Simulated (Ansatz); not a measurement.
**F₃H₂NbO₂: small, medium and large basis sets**

The task here is to estimate one member of a computed series from the others.

Computed with Ansatz 0.2.0, Gaussian basis. Level: one geometry, several basis sets.

Plan: PBE0-D4/def2-SVP; ωB97M-V/def2-SVP; PBE0-D4/def2-QZVPP; ωB97M-V/def2-QZVPP; the functionals' def2-TZVPP values are taken from earlier runs.

**Structure used throughout**

All runs share one geometry, relaxed beforehand with PBE0-D4 in a triple-zeta def2 set. Nb takes the def2 core potential; no spin-orbit term is included.

SMILES `[OH][Nb]([OH])([F])([F])[F]`, 8 atoms, charge 0, spin multiplicity 1.

Atoms are counted from 1 here; the program's logs count them from 0.

Bond lengths: O1–Nb2 1.872 Å, O1–H7 0.955 Å, Nb2–O3 1.867 Å, Nb2–F4 1.860 Å, Nb2–F5 1.872 Å, Nb2–F6 1.859 Å, O3–H8 0.961 Å. Angles: Nb2–O1–H7 161.9°, O1–Nb2–O3 95.5°, O1–Nb2–F4 89.5°, O1–Nb2–F5 171.7°, O1–Nb2–F6 89.9°, O3–Nb2–F4 116.6°, O3–Nb2–F5 92.8°, O3–Nb2–F6 116.3°, F4–Nb2–F5 86.4°, F4–Nb2–F6 127.0°, F5–Nb2–F6 86.8°, Nb2–O3–H8 124.8°.

The first run:

Contents of in.yaml:

```yaml
crystal:
  periodic: [false, false, false]
  atoms:
    - {symbol: O, position_ang: [-0.311830, -1.073659, 0.991630]}
    - {symbol: Nb, position_ang: [-0.174889, 0.414763, -0.135402]}
    - {symbol: O, position_ang: [1.378040, -0.157191, -0.999449]}
    - {symbol: F, position_ang: [-1.789652, -0.057528, -0.928385]}
    - {symbol: F, position_ang: [-0.270542, 1.984102, -1.150623]}
    - {symbol: F, position_ang: [0.064740, 1.511581, 1.345989]}
    - {symbol: H, position_ang: [-0.642393, -1.700106, 1.631678]}
    - {symbol: H, position_ang: [1.838726, -0.979162, -0.811138]}
basis:
  gaussian: {orbitals: def2-SVP}
hamiltonian: {xc: pbe0, dispersion: d4}
output: {orbitals: {seedname: orbitals}}
```

On the command line:

```console
$ ansatz run in.yaml --threads 4 --pin off --events-out ev --progress --plain --max-ram 10444MiB
```

Among the steps run: PBE0-D4 in def2-SVP; ωB97M-V in def2-SVP; PBE0-D4 in def2-QZVPP; ωB97M-V in def2-QZVPP.

One table of the session follows, with a row left open; its other results are not shown here.

It belongs to the step «Density functionals: the series». 

```
functional       basis  HOMO (eV)  LUMO (eV)
   PBE0-D4    def2-SVP     -10.16      -2.32
   PBE0-D4  def2-TZVPP     -10.23      -2.33
   PBE0-D4  def2-QZVPP     -10.26      -2.36
   ωB97M-V    def2-SVP     -12.60      -0.08
   ωB97M-V  def2-TZVPP          ?          ?
   ωB97M-V  def2-QZVPP     -12.71      -0.20
```

Q: Estimate the row for ωB97M-V, def2-TZVPP from the others.

**Answer.** HOMO (eV): -12.68; LUMO (eV): -0.13. In the column «HOMO (eV)» it lies between ωB97M-V, def2-QZVPP (-12.71) and ωB97M-V, def2-SVP (-12.60).
